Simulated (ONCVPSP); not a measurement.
**An ONCV potential for Ho, from input to tests**

Task: generate the file, and judge it by its errors in other configurations, its logarithmic derivatives, its ghosts and its cutoff.

Program: ONCVPSP 4.0.1.1 (patched build). Reference atom: PBEsol, scalar-relativistic, spherical and spin-unpolarised. All values are calculated.

### Step 1. Starting point

Typed settings, in words:

```json
{"element": "holmium (Ho, Z = 67)", "type": "optimised norm-conserving Vanderbilt (ONCV)", "frozen core": "[Kr]", "valence charge": "31", "reference configuration": "4d10 4f11 5s2 5p6 6s0.5 (charge +1.5)", "partial waves": "5s+6s: rc 2.00 bohr, ncon 4, nbas 9, qcut 7.9 1/bohr, 2 projectors; 5p: rc 2.25 bohr, ncon 4, nbas 7, qcut 7.1 1/bohr, 2 projectors, debl 1.1 Ha; 4d: rc 0.65 bohr, ncon 3, nbas 7, qcut 12.7 1/bohr, 2 projectors, debl 1.7 Ha; 4f: rc 0.80 bohr, ncon 4, nbas 8, qcut 22.7 1/bohr, 2 projectors, debl 3.3 Ha", "local potential": "polynomial inside 0.65 bohr (lpopt 5, dvloc0 0 Ha)", "core correction": "Teter function, fcfact 2.75, rcfact 1.05"}
```

### Step 2. The generation run

Ho.dat reads:

```
# ATOM AND REFERENCE CONFIGURATION
# atsym  z   nc   nv     iexc    psfile
  Ho 67.00    8    5  -116133      upf
#
#   n    l    f
    1    0    2.00
    2    0    2.00
    2    1    6.00
    3    0    2.00
    3    1    6.00
    3    2   10.00
    4    0    2.00
    4    1    6.00
    4    2   10.00
    4    3   11.00
    5    0    2.00
    5    1    6.00
    6    0    0.50
#
# PSEUDOPOTENTIAL AND OPTIMIZATION
# lmax
    3
#
#   l,   rc,      ep,       ncon, nbas, qcut
    0    2.00    0.00    4    9    7.90
    1    2.25    0.00    4    7    7.10
    2    0.65    0.00    3    7   12.70
    3    0.80    0.00    4    8   22.70
#
# LOCAL POTENTIAL
# lloc, lpopt,  rc(5),   dvloc0
    4    5    0.65    0.00
#
# VANDERBILT-KLEINMAN-BYLANDER PROJECTORs
# l, nproj, debl
    0    2    2.00
    1    2    1.10
    2    2    1.70
    3    2    3.30
#
# MODEL CORE CHARGE
# icmod, fcfact, rcfact
    3    2.75    1.05
#
# LOG DERIVATIVE ANALYSIS
# epsh1, epsh2, depsh
   -8.00    5.00    0.04
#
# OUTPUT GRID
# rlmax, drl
    6.00    0.01
#
# TEST CONFIGURATIONS
# ncnf
    4
# nvcnf
#   n    l    f
    5
    4    2   10.00
    4    3   11.00
    5    0    2.00
    5    1    6.00
    6    0    2.00
#
    5
    4    2   10.00
    4    3   11.00
    5    0    2.00
    5    1    6.00
    6    0    1.00
#
    5
    4    2   10.00
    4    3   11.00
    5    0    2.00
    5    1    6.00
    6    0    0.00
#
    5
    4    2   10.00
    4    3   11.00
    5    0    1.00
    5    1    6.00
    6    0    2.00
#
```

Run with:

```bash
$ oncvpsp.x < Ho.dat > Ho.out
```

What does the calculation give? Wanted: cutoffs for 1 and 0.1 mHa per electron, occupied waves; bound ghosts; GHOST(+) flags; largest test error; largest phase difference near zero energy, channels read; rms error of d²Exc/dn², without and with the model core; projector energies reset by the program.

The runs gave:

| quantity | value |
| --- | --- |
| cutoffs for 1 and 0.1 mHa per electron, occupied waves | 431 Ha and 759 Ha |
| bound ghosts | s at -841.61 eV, p at -289.39 eV |
| GHOST(+) flags | s at 159 eV |
| largest test error (AE − PS) | -54 meV, for 4d10 4f11 5s1 5p6 6s2 |
| largest phase difference near zero energy, channels read | 0.001 rad |
| rms error of d²Exc/dn², without and with the model core | 4.18 and 3.75 mHa |
| projector energies reset by the program | p: -1.329, 0.250 Ha; d: -6.218, 0.250 Ha |

What this shows: A bound ghost (s, p) makes it unfit for use: electrons can fall into a state that the atom doesn't have. By total energies transferability is fair: the largest error is 54 meV on 44.9 eV, for 4d10 4f11 5s1 5p6 6s2. It counts as very hard, with 431 Ha needed at the looser tolerance. At the looser tolerance the 4d wave is the slowest; 4f needs 204 Ha. Near zero energy the phases of the channels with partial waves agree within 0.001 rad. The program also flags highly localised states, GHOST(+) (s). These are tests on the free atom; a crystal test is still owed.
